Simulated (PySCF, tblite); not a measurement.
# C₅H₇NO₃: infrared bands and NMR shifts

Wanted: the infrared bands and NMR shifts of C₅H₇NO₃ (`NC(=O)[C@@H]1CC(=O)CO1`), by calculation.

The runs use tblite 0.8.0 and PySCF 2.14.0, with density-fitted response routines of our own; the level of theory stands in each step. All values are computed, except where a source is named. Atoms are numbered from 0 throughout.

### Step 1. The molecule as given

16 atoms, charge 0, multiplicity 1; geometry from: GFN2-xTB.

Bonds of the start (Å): N0–C1 1.34, C1–O2 1.21, C1–C3 1.54, C3–C4 1.53, C4–C5 1.51, C5–O6 1.20, C5–C7 1.52, C7–O8 1.41, O8–C3 1.42, N0–H9 1.01, N0–H10 1.01, C3–H11 1.09, C4–H12 1.09, C4–H13 1.09, C7–H14 1.10, C7–H15 1.09.

### Step 2. Vibrational analysis with GFN2-xTB

Job settings and geometry (Å):

```
{"job": {"kind": "ir", "xc": "GFN2-xTB", "basis": "xTB"}, "charge": 0, "multiplicity": 1}
N      2.099095    -0.800649    -0.473568
C      1.566532    -0.004262     0.467904
O      1.999662     0.117743     1.590148
C      0.334498     0.781130    -0.033674
C     -0.656099     1.013450     1.104260
C     -1.712060    -0.040123     0.872653
O     -2.638354    -0.317630     1.578776
C     -1.368215    -0.703650    -0.452305
O     -0.357207     0.070365    -1.054944
H      2.910925    -1.356011    -0.262943
H      1.658789    -0.869806    -1.375858
H      0.700187     1.710594    -0.482362
H     -0.175547     0.885795     2.076071
H     -1.116750     2.001088     1.073689
H     -1.025068    -1.729383    -0.248058
H     -2.227986    -0.749709    -1.123718
```

**Question.** This job is followed by: GIAO PBE0/pcSseg-1 NMR shielding, non-relativistic, gas phase. What will the session give for the following? strongest single infrared mode (GFN2-xTB); zero-point energy (GFN2-xTB); ¹³C shifts against TMS (PBE0/pcSseg-1); ¹H shifts against TMS (PBE0/pcSseg-1); ¹⁵N shifts against NH3 (PBE0/pcSseg-1); ¹⁷O shifts against H2O (PBE0/pcSseg-1).

The runs gave:

```
                                 quantity                                         value
strongest single infrared mode (GFN2-xTB)                         1784 cm⁻¹, 466 km/mol
             zero-point energy (GFN2-xTB)                                 74.9 kcal/mol
   ¹³C shifts against TMS (PBE0/pcSseg-1)            218.8, 173.5, 81.8, 73.4, 38.9 ppm
    ¹H shifts against TMS (PBE0/pcSseg-1)  6.46, 4.84, 4.82, 4.09, 3.87, 3.57, 2.51 ppm
   ¹⁵N shifts against NH3 (PBE0/pcSseg-1)                                     111.3 ppm
   ¹⁷O shifts against H2O (PBE0/pcSseg-1)                        650.7, 410.6, 46.3 ppm
```

**Reading.** No mode is imaginary among the 42: a minimum at this level. The strongest single mode, at 1784 cm⁻¹, moves mainly C1. Unscaled tight-binding wavenumbers are off by several per cent, some by more. Its intensities can rank the bands wrongly. The most deshielded carbon is C5 (ketone carbonyl carbon), at 218.8 ppm: low-lying n→π* states of the double bond to the heteroatom give a large paramagnetic term (-284 ppm). At PBE0/pcSseg-1: The largest span, 1329 ppm, is at O6, where the paramagnetic term is -709 ppm.
